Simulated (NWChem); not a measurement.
# A workflow on the pair BHF2···CuSH

Aim: a single-point energy (singlet CuBH2SF2, BLYP-D3(0)/pcseg-1), then a single-point energy (singlet BHF2, BLYP-D3(0)/pcseg-1), then the energy (singlet CuSH, BLYP-D3(0)/pcseg-1), then a single-point energy (singlet BHF2, BLYP-D3(0)/pcseg-1), then a single-point energy (singlet CuSH, BLYP-D3(0)/pcseg-1) of BCuF2H2S and its partners. 

The calculation is run with NWChem 7.3.0.

### Step 1. Starting point

The species is CuBH2SF2 (7 atoms), meant as a singlet with charge 0. The two molecules were placed rigidly side by side, at 1.1 times their contact distance; the pair isn't optimised.

Bond lengths: F1–B2 1.313 Å, B2–F3 1.313 Å, S5–Cu6 2.117 Å, B2–H4 1.191 Å, S5–H7 1.346 Å. Angles: F1–B2–F3 118.1°, F1–B2–H4 121.0°, F3–B2–H4 121.0°, Cu6–S5–H7 93.6°.

### Step 2. The energy at BLYP-D3(0)/pcseg-1 (run 1)

bcuf2h2s.nw

```
start bcuf2h2s
memory stack 880 mb heap 220 mb global 1100 mb
geometry noautosym nocenter noautoz
   F      1.154300     0.456900    -0.361900
   B     -0.001900    -0.031000     0.025200
   F     -1.095400     0.528700    -0.438900
   H     -0.057000    -0.954600     0.775600
   S      4.320020     0.230490    -2.112010
   Cu     4.926030     1.969560    -3.156680
   H      4.029510     0.906660    -0.984940
end
basis spherical bse
   * library pcseg-1
end
dft
   xc becke88 lyp
   disp vdw 3
   grid fine
   convergence energy 1e-08
   iterations 100
   mulliken
   noprint "final vectors analysis"
end
task dft energy
```

Run with:

```sh
$ nwchem bcuf2h2s.nw > bcuf2h2s.out
```

The log of the run:

```text
[...]
          Wavefunction type:  closed shell.
          No. of atoms     :     7
          No. of electrons :    70
[...]
          Charge           :     0
          Spin multiplicity:     1
[...]
          AO basis - number of functions:   101
[...]
              XC Information
              --------------
                    Becke 1988 Exchange Functional  1.000
              Lee-Yang-Parr Correlation Functional  1.000
[...]
 d= 0,ls=0.0,diis     1  -2264.1616776953 -2.57D+03  1.98D-01  2.80D+00     2.1
[...]
 d= 0,ls=0.0,diis    13  -2264.4273007895 -4.20D-09  5.38D-07  2.92D-09    19.0
         Total DFT energy =    -2264.427300789451
      One electron energy =    -3751.200101052735
           Coulomb energy =     1304.353624246453
    Exchange-Corr. energy =     -118.726516908266
 Nuclear repulsion energy =      301.149255706940
    Dispersion correction =       -0.003562781843
[...]
      Total Density - Mulliken Population Analysis
     ---------------------------------------------
    Atom       Charge   Shell Charges
 -----------   ------   -------------------------------------------------------
    1 F    9     9.18   2.00  0.96  0.93  3.46  1.83  0.01
    2 B    5     4.52   1.99  0.62  0.15  1.44  0.19  0.14
    3 F    9     9.19   2.00  0.96  0.93  3.46  1.84  0.01
    4 H    1     1.10   0.78  0.31  0.01
    5 S   16    16.32   2.00  1.99  1.26  0.60  5.98  3.20  1.25  0.05
    6 Cu  29    28.77   2.00  2.00  1.99  0.52  0.27  6.00  5.98  0.17  8.28  1.56  0.00
    7 H    1     0.91   0.73  0.17  0.02
[...]
```

Wall time 20 s (1 thread of Intel Xeon 6975P-C (Granite Rapids), shared host); peak memory 0.12 GiB.

### Step 3. BHF2: a single-point energy at BLYP-D3(0)/pcseg-1 (run 2)

bf2h.nw

```
start bf2h
title "BF2H energy"
memory stack 880 mb heap 220 mb global 1100 mb
geometry units au noautosym nocenter noautoz
  F      2.18131087     0.86341587    -0.68389188
  B     -0.00359048    -0.05858151     0.04762110
  F     -2.07000600     0.99909820    -0.82940080
  H     -0.10771439    -1.80393256     1.46567158
end
basis spherical bse
  * library pcseg-1
end
dft
  xc becke88 lyp
  mult 1
  disp vdw 3
  grid fine
  convergence energy 1e-08
  maxiter 100
  mulliken
  print low
end
task dft energy
```

Run with:

```sh
$ nwchem bf2h.nw > bf2h.out
```

The log of the run:

```text
[...]
 d= 0,ls=0.0,diis     1   -225.1022321466 -2.87D+02  2.73D-02  6.80D-01     0.3
[...]
 d= 0,ls=0.0,diis    10   -225.1803720313 -6.20D-12  4.77D-08  3.15D-11     1.8
         Total DFT energy =     -225.180372031349
      One electron energy =     -434.891973223830
           Coulomb energy =      173.189889110838
    Exchange-Corr. energy =      -25.365712004209
 Nuclear repulsion energy =       61.888554693035
    Dispersion correction =       -0.001130607183
[...]
      Total Density - Mulliken Population Analysis
     ---------------------------------------------
    Atom       Charge   Shell Charges
 -----------   ------   -------------------------------------------------------
    1 F    9     9.19   2.00  0.96  0.93  3.46  1.84  0.01
    2 B    5     4.52   1.99  0.62  0.15  1.44  0.19  0.14
    3 F    9     9.19   2.00  0.96  0.93  3.46  1.84  0.01
    4 H    1     1.10   0.78  0.31  0.01
[...]
```

Wall time 2.5 s (1 thread of Intel Xeon 6975P-C (Granite Rapids), shared host); peak memory 0.11 GiB.

### Step 4. CuSH: the energy at BLYP-D3(0)/pcseg-1 (run 3)

sp.nw

```
START sp
TITLE "CuHS energy"
memory stack 880 mb heap 220 mb global 1100 mb
GEOMETRY noautosym nocenter noautoz
  S      4.320020     0.230490    -2.112010
  Cu     4.926030     1.969560    -3.156680
  H      4.029510     0.906660    -0.984940
END
BASIS "ao basis" spherical bse
  * library pcseg-1
END
DFT
  xc becke88 lyp
  disp vdw 3
  grid fine
  convergence energy 1e-08
  maxiter 100
  mulliken
  noprint "final vectors analysis"
END
TASK dft energy
```

Run with:

```sh
$ nwchem sp.nw > sp.out
```

The log of the run:

```text
[...]
          Wavefunction type:  closed shell.
          No. of atoms     :     3
          No. of electrons :    46
[...]
          Charge           :     0
          Spin multiplicity:     1
[...]
          AO basis - number of functions:    54
[...]
              XC Information
              --------------
                    Becke 1988 Exchange Functional  1.000
              Lee-Yang-Parr Correlation Functional  1.000
[...]
 d= 0,ls=0.0,diis     1  -2039.0580127310 -2.17D+03  2.12D-01  2.13D+00     1.2
[...]
 d= 0,ls=0.5,diis    63  -2039.2458342871 -8.09D-09  2.00D-06  7.14D-08    45.6
         Total DFT energy =    -2039.245834292590
      One electron energy =    -3093.946139156135
           Coulomb energy =     1019.854864656069
    Exchange-Corr. energy =      -93.362087164975
 Nuclear repulsion energy =      128.208831794679
    Dispersion correction =       -0.001304422227
[...]
      Total Density - Mulliken Population Analysis
     ---------------------------------------------
    Atom       Charge   Shell Charges
 -----------   ------   -------------------------------------------------------
    1 S   16    16.32   2.00  1.99  1.26  0.60  5.98  3.19  1.25  0.05
    2 Cu  29    28.76   2.00  2.00  1.99  0.52  0.27  6.00  5.98  0.17  8.28  1.56  0.00
    3 H    1     0.92   0.73  0.17  0.02
[...]
```

Wall time 47 s (1 thread of Intel Xeon 6975P-C (Granite Rapids), shared host); peak memory 0.11 GiB.

### Step 5. BHF2 among ghost functions: a single-point energy at BLYP-D3(0)/pcseg-1 (with ghost functions) (run 4)

run.nw

```
start run
memory stack 880 mb heap 220 mb global 1100 mb
geometry units atomic noautosym nocenter noautoz
F      2.18131087     0.86341587    -0.68389188
B     -0.00359048    -0.05858151     0.04762110
F     -2.07000600     0.99909820    -0.82940080
H     -0.10771439    -1.80393256     1.46567158
bqS      8.163655     0.435563    -3.991120
bqCu     9.308848     3.721929    -5.965261
bqH      7.614670     1.713339    -1.861267
end
basis spherical bse
F library pcseg-1
B library pcseg-1
H library pcseg-1
bqS library S pcseg-1
bqCu library Cu pcseg-1
bqH library H pcseg-1
end
dft
xc becke88 lyp
disp vdw 3
grid fine
convergence energy 1e-08
maxiter 100
mulliken
print low
end
task dft energy
```

Run with:

```sh
$ nwchem run.nw > run.out
```

The log of the run:

```text
[...]
 d= 0,ls=0.0,diis     1   -225.1026795089 -2.87D+02  1.27D-02  6.80D-01     1.4
[...]
 d= 0,ls=0.0,diis    10   -225.1809426942 -8.00D-11  8.63D-08  4.52D-10    11.8
         Total DFT energy =     -225.180942694205
      One electron energy =     -434.874491071949
           Coulomb energy =      173.170233130006
    Exchange-Corr. energy =      -25.364108838114
 Nuclear repulsion energy =       61.888554693035
    Dispersion correction =       -0.001130607183
[...]
      Total Density - Mulliken Population Analysis
     ---------------------------------------------
    Atom       Charge   Shell Charges
 -----------   ------   -------------------------------------------------------
    1 F    9     9.18   2.00  0.96  0.93  3.46  1.83  0.01
    2 B    5     4.52   1.99  0.62  0.15  1.44  0.19  0.14
    3 F    9     9.19   2.00  0.96  0.93  3.46  1.84  0.01
    4 H    1     1.10   0.78  0.31  0.01
    5 X    0     0.00   0.00  0.00 -0.00 -0.00 -0.00 -0.00  0.00  0.00
    6 X    0     0.00   0.00  0.00 -0.00 -0.00  0.00 -0.00 -0.00 -0.00 -0.00 -0.00 -0.00
    7 X    0     0.00  -0.00  0.00  0.00
[...]
```

Run time: 13 s. Hardware: 1 thread of Intel Xeon 6975P-C (Granite Rapids), shared host; peak memory 0.12 GiB.

### Step 6. CuSH among ghost functions: the energy at BLYP-D3(0)/pcseg-1 (with ghost functions) (run 5)

cuhs.nw

```
start cuhs
memory total 2200 mb

geometry noautosym nocenter noautoz
  S        4.320020       0.230490      -2.112010
  Cu       4.926030       1.969560      -3.156680
  H        4.029510       0.906660      -0.984940
  bqF      1.154300     0.456900    -0.361900
  bqB     -0.001900    -0.031000     0.025200
  bqF     -1.095400     0.528700    -0.438900
  bqH     -0.057000    -0.954600     0.775600
end

basis spherical bse
  S library pcseg-1
  Cu library pcseg-1
  H library pcseg-1
  bqF library F pcseg-1
  bqB library B pcseg-1
  bqH library H pcseg-1
end

dft
  xc becke88 lyp
  disp vdw 3
  grid fine
  convergence energy 1e-08
  iterations 100
  mulliken
  print low
end

task dft energy
```

Run with:

```sh
$ nwchem cuhs.nw > cuhs.out
```

The log of the run:

```text
[...]
 d= 0,ls=0.0,diis     1  -2039.0580753425 -2.17D+03  1.11D-01  2.13D+00     2.0
[...]
 d= 0,ls=0.5,diis    78  -2039.2459572508 -9.03D-09  1.46D-06  1.99D-08   111.0
         Total DFT energy =    -2039.245957257969
      One electron energy =    -3093.932570269902
           Coulomb energy =     1019.840562780705
    Exchange-Corr. energy =      -93.361477141224
 Nuclear repulsion energy =      128.208831794679
    Dispersion correction =       -0.001304422227
[...]
      Total Density - Mulliken Population Analysis
     ---------------------------------------------
    Atom       Charge   Shell Charges
 -----------   ------   -------------------------------------------------------
    1 S   16    16.32   2.00  1.99  1.26  0.60  5.98  3.19  1.25  0.05
    2 Cu  29    28.76   2.00  2.00  1.99  0.52  0.27  6.00  5.98  0.17  8.28  1.56  0.00
    3 H    1     0.92   0.73  0.17  0.02
    4 X    0    -0.00   0.00  0.00 -0.00 -0.00  0.00 -0.00
    5 X    0     0.00  -0.00 -0.00  0.00 -0.00  0.00  0.00
    6 X    0    -0.00   0.00  0.00 -0.00  0.00 -0.00 -0.00
    7 X    0     0.00  -0.00  0.00 -0.00
[...]
```

Run time: 1.9 min. Hardware: 1 thread of Intel Xeon 6975P-C (Granite Rapids), shared host; peak memory 0.12 GiB.

### Step 7. Summary of results

```
                                                                                                                quantity           value
                                                                                 run 1, BLYP-D3(0)/pcseg-1: total energy  -2264.42730 Eh
                                                                                run 1, BLYP-D3(0)/pcseg-1: dipole moment          2.87 D
                                                                            run 1, BLYP-D3(0)/pcseg-1: dispersion energy    -9.35 kJ/mol
                                                                                                      BHF2: total energy   -225.18037 Eh
                                                                                                 BHF2: dispersion energy    -2.97 kJ/mol
                                                                                                      CuSH: total energy  -2039.24583 Eh
                                                                                                     CuSH: dipole moment          3.59 D
                                                                                                 CuSH: dispersion energy    -3.42 kJ/mol
                                                                                BHF2 among ghost functions: total energy   -225.18094 Eh
                                                                           BHF2 among ghost functions: dispersion energy    -2.97 kJ/mol
                                                                                CuSH among ghost functions: total energy  -2039.24596 Eh
                                                                           CuSH among ghost functions: dispersion energy    -3.42 kJ/mol
              interaction energy of the rigid parts BHF2 and CuSH (parts in their own basis; closest atoms 2.98 Å apart)       -0.030 eV
interaction energy of the rigid parts BHF2 and CuSH (parts in the whole basis, counterpoise; closest atoms 2.98 Å apart)       -0.011 eV
```

**Reading.** The interaction energy of the rigid parts BHF2 and CuSH (parts in their own basis; closest atoms 2.98 Å apart) is −0.03 eV (−2.9 kJ/mol): the parts attract. Without counterpoise this holds the superposition error of the basis. The interaction energy of the rigid parts BHF2 and CuSH (parts in the whole basis, counterpoise; closest atoms 2.98 Å apart) is −0.01 eV (−0.3 kcal/mol). The basis-set superposition error is 1.8 kJ/mol. Mulliken charges (run 1, BLYP-D3(0)/pcseg-1) run from -0.32 on S5 to +0.48 on B2; they depend strongly on the basis. Mulliken charges (BHF2) run from -0.19 on F1 to +0.48 on B2. Mulliken charges (CuSH) run from -0.32 on S1 to +0.24 on Cu2; they depend strongly on the basis.
